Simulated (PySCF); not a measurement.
# C₇H₇NO₂: excited states, first hyperpolarisability

Aim: compute the excited states, first hyperpolarisability of C₇H₇NO₂ (`CC(=O)Oc1cccnc1`).

Programs: PySCF 2.14.0, with routines of our own; each step states its level. All values are computed. Atoms count from 0.

## 1. The starting structure

17 atoms, charge 0, multiplicity 1; geometry from: GFN2-xTB.

## 2. Geometry optimisation at PBE0-D3(BJ)/def2-SVP

Job settings and geometry (Å):

```
{"job": {"xc": "PBE0", "basis": "def2-SVP", "d3": "d3bj", "grid": 2, "kind": "geom"}, "charge": 0, "multiplicity": 1}
C      3.277892     0.216708    -0.036568
C      1.877004     0.066211     0.490521
O      1.581386    -0.162490     1.629632
O      0.992814     0.232001    -0.514562
C     -0.371751     0.106955    -0.320575
C     -0.961253    -0.803970     0.546247
C     -2.345779    -0.841650     0.603212
C     -3.073246     0.018016    -0.203950
N     -2.509580     0.874905    -1.039840
C     -1.195012     0.920986    -1.098124
H      3.963669     0.377565     0.789415
H      3.555106    -0.697797    -0.558111
H      3.325653     1.040996    -0.742206
H     -0.362039    -1.457830     1.159630
H     -2.844646    -1.532650     1.264417
H     -4.154527     0.024030    -0.188560
H     -0.762688     1.630045    -1.790487
```

Run with:

```
$ OMP_NUM_THREADS=1 python excited_run.py task.json out
```

One launch serves the whole session: the jobs run in the order shown.

Standard output:

```text
step   0  E = -475.28911629  max force = 0.012571
step   1  E = -475.29057414  max force = 0.004227
step   2  E = -475.29061131  max force = 0.001091
step   3  E = -475.29061635  max force = 0.001488
step   4  E = -475.29063291  max force = 0.000710
step   5  E = -475.29063575  max force = 0.000951
step   6  E = -475.29064882  max force = 0.000316
optimisation converged
```

It took 98 s on 1 thread of Intel Xeon Platinum 8375C at 2.90GHz, shared host; peak memory 0.82 GiB.

The steps of the relaxation:

```tsv
step	energy from step 0 (eV)	largest force component (eV/Å)
0	0.0000	0.6464
1	-0.0397	0.2174
2	-0.0407	0.0561
3	-0.0408	0.0765
4	-0.0413	0.0365
5	-0.0413	0.0489
6	-0.0417	0.0162
```

Distances of close pairs at the start and the end, largest changes first:

```tsv
bond	before (Å)	after (Å)	change (Å)
C9–H16	1.081	1.096	+0.015
C7–H15	1.081	1.096	+0.014
C6–H14	1.079	1.092	+0.014
C0–H11	1.089	1.101	+0.012
C0–H12	1.086	1.098	+0.012
O3–C4	1.384	1.373	-0.011
C5–H13	1.078	1.088	+0.010
C0–H10	1.086	1.096	+0.010
```

The final coordinates are the input of the step that follows.

```tsv
at the end point	value
point group (found at 0.08 Å tolerance)	C1
rotational constants (GHz, main isotopes)	3.806, 0.825, 0.700
dipole moment (D)	2.08
```

## 3. Excited states: TDA wB97X-D/aug-cc-pVDZ

Job settings and geometry (Å):

```
{"job": {"kind": "states", "xc": "wB97X-D", "basis": "aug-cc-pVDZ", "tda": true, "soc": true, "nstates": 6, "ntriplets": 5, "nquad": 4}, "charge": 0, "multiplicity": 1}
C      3.111082     0.203627    -0.337337
C      1.736223     0.005482     0.222418
O      1.471035    -0.263505     1.358268
O      0.810314     0.155287    -0.760510
C     -0.538420     0.030773    -0.534121
C     -1.121014    -0.863573     0.361025
C     -2.512194    -0.893714     0.418271
C     -3.248291    -0.046470    -0.407480
N     -2.684340     0.802008    -1.264040
C     -1.360877     0.839719    -1.322781
H      3.828205     0.302957     0.484887
H      3.377849    -0.672371    -0.948842
H      3.141001     1.083657    -0.993517
H     -0.510638    -1.502542     0.996536
H     -3.020421    -1.575095     1.104147
H     -4.343509    -0.055158    -0.374811
H     -0.894415     1.535177    -2.030080
```

Level: TDA wB97X-D/aug-cc-pVDZ excited states, vertical, gas phase, spin-orbit mean-field couplings.

Standard output:

```text
coarse grid: 15176 points
cycle   1  E = -475.8513383283  dE =  2.291e+00  |g| = 9.419e-01  |ddm| = 1.374e+01
cycle   2  E = -475.7270644607  dE =  1.243e-01  |g| = 1.311e+00  |ddm| = 3.683e+00
cycle   3  E = -476.0329508418  dE = -3.059e-01  |g| = 1.537e-01  |ddm| = 2.012e+00
cycle   4  E = -476.0365037542  dE = -3.553e-03  |g| = 7.616e-02  |ddm| = 3.785e-01
cycle   5  E = -476.0375634280  dE = -1.060e-03  |g| = 1.322e-02  |ddm| = 1.669e-01
cycle   6  E = -476.0376051778  dE = -4.175e-05  |g| = 4.730e-03  |ddm| = 6.094e-02
cycle   7  E = -476.0376117451  dE = -6.567e-06  |g| = 1.467e-03  |ddm| = 2.091e-02
final grid: 149472 points
cycle   8  E = -476.0524911661  dE = -1.980e-04  |g| = 5.949e-03  |ddm| = 7.736e-01
cycle   9  E = -476.0524967042  dE = -5.538e-06  |g| = 4.878e-03  |ddm| = 7.062e-02
cycle  10  E = -476.0525019287  dE = -5.225e-06  |g| = 1.156e-03  |ddm| = 1.600e-02
cycle  11  E = -476.0525021681  dE = -2.394e-07  |g| = 7.025e-04  |ddm| = 5.677e-03
cycle  12  E = -476.0525022794  dE = -1.113e-07  |g| = 1.640e-04  |ddm| = 2.154e-03
cycle  13  E = -476.0525022863  dE = -6.926e-09  |g| = 5.101e-05  |ddm| = 4.865e-04
cycle  14  E = -476.0525022879  dE = -1.520e-09  |g| = 2.332e-05  |ddm| = 3.124e-04
cycle  15  E = -476.0525022881  dE = -2.731e-10  |g| = 8.576e-06  |ddm| = 1.002e-04
converged SCF energy = -476.0525022881

Singlet excitations
state   eV       nm        f     d(h-e)  d(exc)  Lambda  PR(NTO)  |dmu|/D   mu/D   main configurations
  1   5.1447   241.0   0.00556   0.999   2.636   0.512   1.017    2.309    1.765   H-1->L 0.75, H-1->L+2 0.13
  2   5.4569   227.2   0.01345   0.654   2.787   0.482   1.730    1.645    1.682   H-1->L+2 0.39, H->L 0.15, H-1->L 0.12
  3   5.5016   225.4   0.05131   0.439   2.736   0.568   2.044    1.082    1.684   H->L 0.46, H-1->L+2 0.24, H-2->L+2 0.12
  4   5.8263   212.8   0.00673   0.481   2.261   0.409   1.223    0.904    2.049   H-3->L+2 0.21, H-3->L+8 0.19, H-3->L 0.17
  5   6.2138   199.5   0.19246   0.405   3.050   0.672   1.469                     H->L+2 0.51, H-2->L 0.20, H->L 0.11
  6   6.8242   181.7   0.00671   0.512   4.481   0.261   1.063                     H->L+1 0.43, H->L+3 0.26

Triplet excitations (Tamm-Dancoff)
state   eV     d(h-e)  d(exc)  Lambda  PR(NTO)   main configurations
  1   4.2477   0.106   2.512   0.636   1.540   H->L+2 0.42, H->L 0.14, H-2->L 0.13
  2   4.4056   0.421   2.576   0.638   1.078   H->L 0.49, H-1->L 0.24, H->L+2 0.16
  3   4.4701   0.563   2.552   0.557   1.044   H-1->L 0.55, H->L 0.25
  4   5.0078   0.118   2.562   0.689   1.507   H-2->L 0.62, H->L+2 0.14
  5   5.2488   0.323   2.473   0.409   1.522   H-1->L+2 0.36, H-3->L+8 0.18, H-3->L 0.09
S1 - T1 = 0.8970 eV

Spin-orbit couplings |<S|Hso|T>| (cm-1)
             T1       T2       T3       T4       T5
S0        1.579   16.964   20.054    3.489   42.037
S1        4.327    1.390    1.296    7.928    1.072
S2        2.482    0.961    0.774    0.975    1.166
S3        0.459    0.830    0.720    1.176    3.354
S4        3.744    0.989    1.159    1.386    2.105
S5        0.445    2.507    2.830    0.441    8.331
S6        0.664    0.630    0.604    0.300    1.484
T1 sublevels (cm-1): 0.000 0.000 0.012   radiative rates (1/s): 0.34 0.803 1.86
```

Wall time 77 s (1 thread of Intel Xeon Platinum 8375C at 2.90GHz, shared host); peak memory 1.2 GiB.

Key values:

```tsv
quantity	value
S1 less T1	0.90 eV
```

## 4. Excited states: TDDFT CAM-B3LYP/aug-cc-pVDZ

The job, as its differences from that of step 3:

```diff
@@ -1,2 +1,2 @@
-{"job": {"kind": "states", "xc": "wB97X-D", "basis": "aug-cc-pVDZ", "tda": true, "soc": true, "nstates": 6, "ntriplets": 5, "nquad": 4}, "charge": 0, "multiplicity": 1}
+{"job": {"kind": "states", "xc": "CAM-B3LYP", "basis": "aug-cc-pVDZ", "tpa": true, "nstates": 8, "nquad": 6, "ntriplets": 0}, "charge": 0, "multiplicity": 1}
 C      3.111082     0.203627    -0.337337
```

With the program's defaults for keys left out, this is: TDDFT CAM-B3LYP/aug-cc-pVDZ excited states, vertical, gas phase, two-photon moments by quadratic response.

Standard output:

```text
coarse grid: 15176 points
cycle   1  E = -475.7865725576  dE =  2.213e+00  |g| = 9.337e-01  |ddm| = 1.616e+01
cycle   2  E = -475.5966153009  dE =  1.900e-01  |g| = 1.422e+00  |ddm| = 3.792e+00
cycle   3  E = -475.9605699780  dE = -3.640e-01  |g| = 1.803e-01  |ddm| = 2.242e+00
cycle   4  E = -475.9655747464  dE = -5.005e-03  |g| = 8.227e-02  |ddm| = 3.931e-01
cycle   5  E = -475.9667569099  dE = -1.182e-03  |g| = 1.548e-02  |ddm| = 1.526e-01
cycle   6  E = -475.9668083250  dE = -5.142e-05  |g| = 5.178e-03  |ddm| = 6.137e-02
cycle   7  E = -475.9668152026  dE = -6.878e-06  |g| = 1.644e-03  |ddm| = 1.991e-02
final grid: 149472 points
cycle   8  E = -475.9929386323  dE = -2.314e-05  |g| = 3.495e-03  |ddm| = 2.269e-01
cycle   9  E = -475.9929386401  dE = -7.819e-09  |g| = 3.606e-03  |ddm| = 2.879e-02
cycle  10  E = -475.9929418735  dE = -3.233e-06  |g| = 5.993e-04  |ddm| = 1.188e-02
cycle  11  E = -475.9929419546  dE = -8.108e-08  |g| = 1.446e-04  |ddm| = 2.058e-03
cycle  12  E = -475.9929419599  dE = -5.353e-09  |g| = 7.579e-05  |ddm| = 6.605e-04
cycle  13  E = -475.9929419610  dE = -1.072e-09  |g| = 1.909e-05  |ddm| = 1.755e-04
cycle  14  E = -475.9929419611  dE = -9.447e-11  |g| = 9.604e-06  |ddm| = 6.124e-05
converged SCF energy = -475.9929419611

Singlet excitations
state   eV       nm        f     d(h-e)  d(exc)  Lambda  PR(NTO)  |dmu|/D   mu/D   delta(TPA)   sigma/GM   main configurations
  1   5.0900   243.6   0.00462   0.999   2.654   0.497   1.024    2.354    1.782        1.55      0.015   H-1->L 0.74, H-1->L+2 0.11
  2   5.3648   231.1   0.05766   0.150   2.715   0.630   1.663    0.444    2.352        8.16      0.086   H->L 0.63, H-2->L+2 0.10, H->L+2 0.09
  3   5.4737   226.5   0.00805   1.013   2.833   0.401   1.193    2.612    1.809        1.78      0.020   H-1->L+2 0.64, H-1->L+1 0.10
  4   5.7784   214.6   0.00961   0.457   2.297   0.400   1.268    0.884    1.963        0.27      0.003   H-3->L+8 0.22, H-3->L+2 0.21, H-3->L 0.14
  5   5.9924   206.9   0.15719   0.305   2.998   0.655   1.543    1.023    1.514       19.29      0.254   H->L+2 0.54, H-2->L 0.17, H->L+1 0.12
  6   6.5813   188.4   0.00464   0.691   4.548   0.326   1.048    2.443    0.926       53.39      0.847   H->L+1 0.51, H->L+3 0.24
  7   6.8689   180.5   0.20541   1.076   3.437   0.483   2.602                                            H-2->L+2 0.32, H->L+8 0.17
  8   6.9670   178.0   0.04515   0.486   4.780   0.256   1.779                                            H->L+3 0.45, H->L+1 0.08, H-1->L+3 0.08
```

Wall time 93 s (1 thread of Intel Xeon Platinum 8375C at 2.90GHz, shared host); peak memory 1.2 GiB.

## 5. First hyperpolarisability: quadratic response CAM-B3LYP/aug-cc-pVDZ

The job, as its differences from that of step 4:

```diff
@@ -1,2 +1,2 @@
-{"job": {"kind": "states", "xc": "CAM-B3LYP", "basis": "aug-cc-pVDZ", "tpa": true, "nstates": 8, "nquad": 6, "ntriplets": 0}, "charge": 0, "multiplicity": 1}
+{"job": {"kind": "beta", "xc": "CAM-B3LYP", "basis": "aug-cc-pVDZ"}, "charge": 0, "multiplicity": 1}
 C      3.111082     0.203627    -0.337337
```

Method: quadratic response CAM-B3LYP/aug-cc-pVDZ first hyperpolarisability, Taylor convention, gas phase.

Standard output:

```text
coarse grid: 15176 points
cycle   1  E = -475.7865725576  dE =  2.213e+00  |g| = 9.337e-01  |ddm| = 1.616e+01
cycle   2  E = -475.5966153009  dE =  1.900e-01  |g| = 1.422e+00  |ddm| = 3.792e+00
cycle   3  E = -475.9605699780  dE = -3.640e-01  |g| = 1.803e-01  |ddm| = 2.242e+00
cycle   4  E = -475.9655747464  dE = -5.005e-03  |g| = 8.227e-02  |ddm| = 3.931e-01
cycle   5  E = -475.9667569099  dE = -1.182e-03  |g| = 1.548e-02  |ddm| = 1.526e-01
cycle   6  E = -475.9668083250  dE = -5.142e-05  |g| = 5.178e-03  |ddm| = 6.137e-02
cycle   7  E = -475.9668152026  dE = -6.878e-06  |g| = 1.644e-03  |ddm| = 1.991e-02
final grid: 149472 points
cycle   8  E = -475.9929386323  dE = -2.314e-05  |g| = 3.495e-03  |ddm| = 2.269e-01
cycle   9  E = -475.9929386401  dE = -7.817e-09  |g| = 3.606e-03  |ddm| = 2.879e-02
cycle  10  E = -475.9929418735  dE = -3.233e-06  |g| = 5.993e-04  |ddm| = 1.188e-02
cycle  11  E = -475.9929419546  dE = -8.108e-08  |g| = 1.446e-04  |ddm| = 2.058e-03
cycle  12  E = -475.9929419599  dE = -5.355e-09  |g| = 7.579e-05  |ddm| = 6.605e-04
cycle  13  E = -475.9929419610  dE = -1.067e-09  |g| = 1.909e-05  |ddm| = 1.755e-04
cycle  14  E = -475.9929419611  dE = -9.527e-11  |g| = 9.604e-06  |ddm| = 6.124e-05
converged SCF energy = -475.9929419611

Lowest singlets (eV, f): 5.0900 0.0046  5.3648 0.0577  5.4737 0.0080

First hyperpolarisability (au)
process     nm      |vector|   parallel      HRS      DR
static         -       95.56      44.38      51.34   2.825
shg       1907.0       97.96      45.13      53.32   2.775
eope      1907.0       96.35      44.64          -       -
shg       1064.0      103.51      46.48      58.38   2.655
eope      1064.0       98.13      45.18          -       -
```

It took 74 s on 1 thread of Intel Xeon Platinum 8375C at 2.90GHz, shared host; peak memory 1.2 GiB.

## 6. Excited states: TDA wB97X-D/aug-cc-pVDZ in dimethylsulfoxide

The job, as its differences from that of step 5:

```diff
@@ -1,2 +1,2 @@
-{"job": {"kind": "beta", "xc": "CAM-B3LYP", "basis": "aug-cc-pVDZ"}, "charge": 0, "multiplicity": 1}
+{"job": {"kind": "states", "xc": "wB97X-D", "basis": "aug-cc-pVDZ", "tda": true, "soc": true, "nstates": 6, "ntriplets": 5, "nquad": 4, "solvent": "dimethylsulfoxide"}, "charge": 0, "multiplicity": 1}
 C      3.111082     0.203627    -0.337337
```

Method: TDA wB97X-D/aug-cc-pVDZ excited states, vertical, IEF-PCM dimethylsulfoxide (non-equilibrium response), spin-orbit mean-field couplings.

Standard output:

```text
coarse grid: 15176 points
cycle   1  E = -475.8752933087  dE =  2.267e+00  |g| = 9.183e-01  |ddm| = 1.376e+01
cycle   2  E = -475.7977751822  dE =  7.752e-02  |g| = 1.190e+00  |ddm| = 3.767e+00
cycle   3  E = -476.0469646285  dE = -2.492e-01  |g| = 1.157e-01  |ddm| = 1.921e+00
cycle   4  E = -476.0489028779  dE = -1.938e-03  |g| = 6.759e-02  |ddm| = 3.802e-01
cycle   5  E = -476.0497444265  dE = -8.415e-04  |g| = 1.165e-02  |ddm| = 1.782e-01
cycle   6  E = -476.0497792622  dE = -3.484e-05  |g| = 4.206e-03  |ddm| = 7.078e-02
cycle   7  E = -476.0497849938  dE = -5.732e-06  |g| = 1.080e-03  |ddm| = 2.842e-02
final grid: 149472 points
cycle   8  E = -476.0645442094  dE = -1.988e-04  |g| = 6.090e-03  |ddm| = 7.789e-01
cycle   9  E = -476.0645498187  dE = -5.609e-06  |g| = 5.074e-03  |ddm| = 8.086e-02
cycle  10  E = -476.0645552488  dE = -5.430e-06  |g| = 1.094e-03  |ddm| = 1.507e-02
cycle  11  E = -476.0645554991  dE = -2.503e-07  |g| = 5.965e-04  |ddm| = 6.126e-03
cycle  12  E = -476.0645555870  dE = -8.790e-08  |g| = 1.534e-04  |ddm| = 2.527e-03
cycle  13  E = -476.0645555939  dE = -6.866e-09  |g| = 5.553e-05  |ddm| = 6.045e-04
cycle  14  E = -476.0645555958  dE = -1.937e-09  |g| = 2.393e-05  |ddm| = 4.725e-04
cycle  15  E = -476.0645555961  dE = -2.913e-10  |g| = 7.215e-06  |ddm| = 1.621e-04
converged SCF energy = -476.0645555961

Singlet excitations
state   eV       nm        f     d(h-e)  d(exc)  Lambda  PR(NTO)  |dmu|/D   mu/D   main configurations
  1   5.2909   234.3   0.01182   0.881   2.649   0.548   1.037    2.393    2.115   H-1->L 0.75, H->L 0.10
  2   5.4500   227.5   0.09498   0.163   2.699   0.658   1.508    0.491    2.960   H->L 0.64, H-2->L+1 0.13, H-1->L 0.12
  3   5.6727   218.6   0.00977   0.882   2.803   0.430   1.207    2.648    1.996   H-1->L+1 0.75
  4   5.9619   208.0   0.02013   0.397   2.318   0.437   1.340    0.850    2.672   H-3->L+1 0.27, H-3->L+8 0.20, H-3->L 0.14
  5   6.1751   200.8   0.23850   0.296   2.987   0.728   1.458                     H->L+1 0.61, H-2->L 0.19
  6   6.8449   181.1   0.01031   0.252   4.310   0.267   1.054                     H->L+2 0.66

Triplet excitations (Tamm-Dancoff)
state   eV     d(h-e)  d(exc)  Lambda  PR(NTO)   main configurations
  1   4.2633   0.134   2.519   0.696   1.476   H->L+1 0.52, H->L 0.15, H-2->L 0.13
  2   4.3874   0.147   2.607   0.703   1.022   H->L 0.79, H->L+1 0.14
  3   4.6426   0.933   2.521   0.523   1.018   H-1->L 0.83
  4   5.0188   0.143   2.553   0.719   1.467   H-2->L 0.68, H->L+1 0.16
  5   5.4036   0.347   2.417   0.431   1.363   H-1->L+1 0.35, H-3->L+8 0.23, H-3->L+1 0.10
S1 - T1 = 1.0276 eV

Spin-orbit couplings |<S|Hso|T>| (cm-1)
             T1       T2       T3       T4       T5
S0        1.256    2.866   25.497    2.208   43.877
S1        3.852    1.976    0.582    7.267    1.316
S2        1.548    0.469    1.159    1.957    2.699
S3        2.409    1.020    0.339    1.101    1.531
S4        3.468    1.118    0.479    0.947    3.283
S5        0.655    1.324    2.986    0.263    8.175
S6        0.822    0.685    0.883    0.373    1.427
T1 sublevels (cm-1): 0.000 0.000 0.005   radiative rates (1/s): 0.086 1.49 1.11
```

It took 79 s on 1 thread of Intel Xeon Platinum 8375C at 2.90GHz, shared host; peak memory 1.3 GiB.

Key values:

```tsv
quantity	value
S1 less T1	1.03 eV
```

## 7. Outcome

| quantity | value |
| --- | --- |
| point group | C1 |
| rotational constants (main isotopes) | 3.81, 0.83, 0.70 GHz |
| S1 less T1 (step 3, TDA wB97X-D/aug-cc-pVDZ) | 0.90 eV |
| β vector (step 5, quadratic response CAM-B3LYP/aug-cc-pVDZ) | static 96, SHG 1907.0 nm 98, SHG 1064.0 nm 104 au |
| S1 less T1 (step 6, TDA wB97X-D/aug-cc-pVDZ in dimethylsulfoxide) | 1.03 eV |

**Reading.** The optimisation took 6 steps and gained 0.042 eV; among the close pairs (by a distance rule), C9–H16 changed most, from 1.081 to 1.096 Å. In step 3, the number of triplets below S1 is 4, and the largest singlet-triplet spin-orbit coupling is S0–T5, 42.04 cm⁻¹. β grows from 96 au (static) to 104 au for doubling at 1064.0 nm: normal dispersion, which grows as twice the photon energy moves toward the bright states. In step 6, the number of triplets below S1 is 4, and the largest singlet-triplet spin-orbit coupling is S0–T5, 43.88 cm⁻¹. The orbital labels of the leading configurations differ from run to run, so check that S1 and T1 are the same states before comparing rows.
